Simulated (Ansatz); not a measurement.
# MgZn2TeSe2: from a guess to a relaxed structure

Aim: relax a trial structure of MgZn2TeSe2 and see where it ends.

Program: Ansatz 0.2.0. Level of theory: DFT PBE, scalar-relativistic, plane waves, PAW. These are calculated values, not measurements.

**1. Starting point**

Symmetry: P-3m1, No. 164, trigonal system. The conventional cell has a = 4.195 Å, b = 4.195 Å, c = 8.976 Å, α = 90.00°, β = 90.00°, γ = 120.00°. Mg (site symmetry -3m) is surrounded by 6 Zn at 3.34 Å and 6 Se at 3.38 Å. Around Zn (site symmetry 3m) lie 3 Se at 2.42 Å and 3 Te at 3.26 Å. Around Te (site symmetry -3m) lie 6 Se at 3.23 Å and 6 Zn at 3.26 Å. Se (site symmetry 3m) has 3 Zn at 2.42 Å and 3 Mg at 3.38 Å as nearest neighbours.

As a file:

```cif
data_structure
_symmetry_space_group_name_H-M 'P 1'
_symmetry_Int_Tables_number 1
_cell_length_a 4.1951
_cell_length_b 4.1951
_cell_length_c 8.9763
_cell_angle_alpha 90.000
_cell_angle_beta 90.000
_cell_angle_gamma 120.000
_cell_volume 136.81
loop_
_atom_site_label
_atom_site_type_symbol
_atom_site_fract_x
_atom_site_fract_y
_atom_site_fract_z
_atom_site_occupancy
Mg1 Mg 0.00000 0.00000 0.50000 1
Zn1 Zn 0.66667 0.33333 0.24350 1
Zn2 Zn 0.33333 0.66667 0.75650 1
Te1 Te 0.00000 0.00000 0.00000 1
Se1 Se 0.66667 0.33333 0.76252 1
Se2 Se 0.33333 0.66667 0.23748 1
```

A structure generator made this guess: species swapped into a database cell of SrEuP2Pt2 (P-3m1, No. 164), with Mg on the Sr sites, Te on the Eu sites, Se on the P sites and Zn on the Pt sites. Lengths come from tabulated atomic sizes and are only a guess.

**2. Probe: one point on a coarse mesh**

Input file input.yaml:

```yaml
crystal:
  lattice:
    - [4.19507266, 0.0, 0.0]
    - [-2.09753633, 3.6330395, 0.0]
    - [0.0, 0.0, 8.97627947]
  atoms:
    - { symbol: Mg, position: [0.0, 0.0, 0.5] }
    - { symbol: Zn, position: [0.66666667, 0.33333333, 0.24350201] }
    - { symbol: Zn, position: [0.33333333, 0.66666667, 0.75649799] }
    - { symbol: Te, position: [0.0, 0.0, 0.0] }
    - { symbol: Se, position: [0.66666667, 0.33333333, 0.76252103] }
    - { symbol: Se, position: [0.33333333, 0.66666667, 0.23747897] }
basis:
  ecutwfc: 420
kpoints:
  mp_grid: { grid: [6, 6, 2] }
hamiltonian:
  xc: pbe
scf:
  occupations: { method: gaussian, width: 0.1 }
  lower_state_search: "off"
output:
  forces: true
  stress: true
  eigenvalues: true
```

Run with:

```console
$ ansatz run input.yaml --threads 1 --pin off --max-ram 2560MiB --backend cpu --events-out ev --progress --plain --runs-dir out
```

Further runs follow: coarse relaxation; relaxation on the finer mesh.

Before running it: what results should come out? Wanted: conventional cell; volume; energy over the elements; gap on the mesh.

As calculated:

| quantity | value |
| --- | --- |
| symmetry at the end (tolerance 0.05 Å) | space group P-3m1 (No. 164) |
| conventional cell | a = 3.911 Å, b = 3.911 Å, c = 9.726 Å, α = 90.00°, β = 90.00°, γ = 120.00° |
| volume | 21.47 Å³/atom |
| energy over the elements | -0.58 eV/atom |
| gap on the mesh | none (metal) |

In words: The space group P-3m1 (No. 164) is kept, and the volume per atom shrinks by 5.8 % from the first guess. A negative formation energy is needed for stability but isn't enough; other structures and compounds were not set against it here. No finished test with a distortion of lower symmetry is shown, so the end may be a saddle point. Spin-orbit coupling is left out for Te.
